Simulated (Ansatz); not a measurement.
**C2H7AlBF: up Jacob's ladder to CCSD(T)**

The task here is to estimate one member of a computed series from the others.

Program: Ansatz 0.2.0, Gaussian basis. Level of theory: functionals in def2-TZVPP, the program's frozen cores in correlated methods. These are calculated values, not measurements.

The runs, in order: LDA (SPW92), PBE-D4, revPBE-D4, BLYP-D4, r2SCAN-D4, B97M-V, PBE0-D4, B3LYP-D4, r2SCANh-D4, r2SCAN0-D4, HSE06-D4, BHLYP-D4, CAM-B3LYP-D4, LC-ωPBE, ωB97X-V, ωB97M-V, B2PLYP, PBE-QIDH; CCSD(T)/def2-SVP; CCSD(T)/def2-TZVPP; MP2/def2-QZVPP; extrapolation to the limit; RPA on PBE.

## The geometry

The geometry comes from an earlier relaxation with PBE0-D4 in a triple-zeta def2 set; it is a stationary point, not always the lowest conformer.

SMILES `CC(F)[BH][AlH2]`, 12 atoms, charge 0, spin multiplicity 1.

Atoms are counted from 1 here; the program's logs count them from 0.

Bond lengths: C1–C2 1.506 Å, C1–H6 1.092 Å, C1–H7 1.091 Å, C1–H8 1.091 Å, C2–F3 1.511 Å, C2–B4 1.560 Å, C2–H9 1.095 Å, B4–Al5 2.123 Å, B4–H10 1.193 Å, Al5–H11 1.593 Å, Al5–H12 1.594 Å. Angles: C2–C1–H6 108.5°, C2–C1–H7 111.1°, C2–C1–H8 111.6°, H6–C1–H7 108.6°, H6–C1–H8 108.3°, H7–C1–H8 108.6°, C1–C2–F3 105.9°, C1–C2–B4 117.7°, C1–C2–H9 111.9°, F3–C2–B4 103.4°, F3–C2–H9 101.9°, B4–C2–H9 113.9°, C2–B4–Al5 91.4°, C2–B4–H10 119.3°, Al5–B4–H10 149.3°, B4–Al5–H11 120.3°, B4–Al5–H12 119.2°, H11–Al5–H12 119.8°.

The first run:

Contents of in.yaml:

```yaml
crystal:
  periodic: [false, false, false]
  atoms:
    - {symbol: C, position_ang: [-0.941943, 0.500853, 1.299747]}
    - {symbol: C, position_ang: [-0.120215, 0.699077, 0.053708]}
    - {symbol: F, position_ang: [1.270687, 0.216336, 0.393745]}
    - {symbol: B, position_ang: [-0.496483, -0.141480, -1.205650]}
    - {symbol: Al, position_ang: [1.343661, -1.197205, -1.113858]}
    - {symbol: H, position_ang: [-1.912045, 0.981005, 1.154588]}
    - {symbol: H, position_ang: [-0.455546, 0.952136, 2.166179]}
    - {symbol: H, position_ang: [-1.109989, -0.557679, 1.505892]}
    - {symbol: H, position_ang: [0.053249, 1.759527, -0.155698]}
    - {symbol: H, position_ang: [-1.546205, 0.045971, -1.741435]}
    - {symbol: H, position_ang: [2.580145, -0.737862, -2.006381]}
    - {symbol: H, position_ang: [1.411685, -2.575979, -0.316737]}
basis:
  gaussian: {orbitals: def2-TZVPP}
hamiltonian: {xc: lda}
output: {orbitals: {seedname: orbitals}}
```

Steps of the session up to this table: LDA; PBE-D4 (GGA); revPBE-D4 (GGA); BLYP-D4 (GGA); r2SCAN-D4 (meta-GGA); B97M-V (meta-GGA); PBE0-D4 (hybrid); B3LYP-D4 (hybrid); r2SCANh-D4 (hybrid); r2SCAN0-D4 (hybrid); HSE06-D4 (hybrid); BHLYP-D4 (hybrid); CAM-B3LYP-D4 (range-separated); LC-ωPBE (range-separated); ωB97X-V (range-separated); ωB97M-V (range-separated); B2PLYP (double hybrid); PBE-QIDH (double hybrid).

One of the session's tables, all rows but one given; the rest of the session is left out.

It belongs to the step «Orbital energies across the functionals». 

```
  functional  HOMO (eV)  LUMO (eV)  gap (eV)
 LDA (SPW92)      -5.80      -3.32      2.48
      PBE-D4          ?          ?         ?
   revPBE-D4      -5.67      -2.94      2.73
     BLYP-D4      -5.60      -2.87      2.73
   r2SCAN-D4      -5.95      -2.76      3.19
      B97M-V      -6.01      -2.90      3.11
     PBE0-D4      -6.86      -2.09      4.77
    B3LYP-D4      -6.68      -2.27      4.41
  r2SCANh-D4      -6.37      -2.42      3.95
  r2SCAN0-D4      -7.01      -1.92      5.09
    HSE06-D4      -6.46      -2.47      3.99
    BHLYP-D4      -7.94      -1.01      6.92
CAM-B3LYP-D4      -8.20      -0.94      7.26
     LC-ωPBE      -9.54       0.23      9.77
     ωB97X-V      -9.19       0.11      9.31
     ωB97M-V      -9.00      -0.12      8.88
```

Q: Estimate the row for PBE-D4 from the others.

**Answer.** HOMO (eV): -5.71; LUMO (eV): -3.06; gap (eV): 2.66. In the column «HOMO (eV)» it lies between LDA (SPW92) (-5.80) and revPBE-D4 (-5.67).
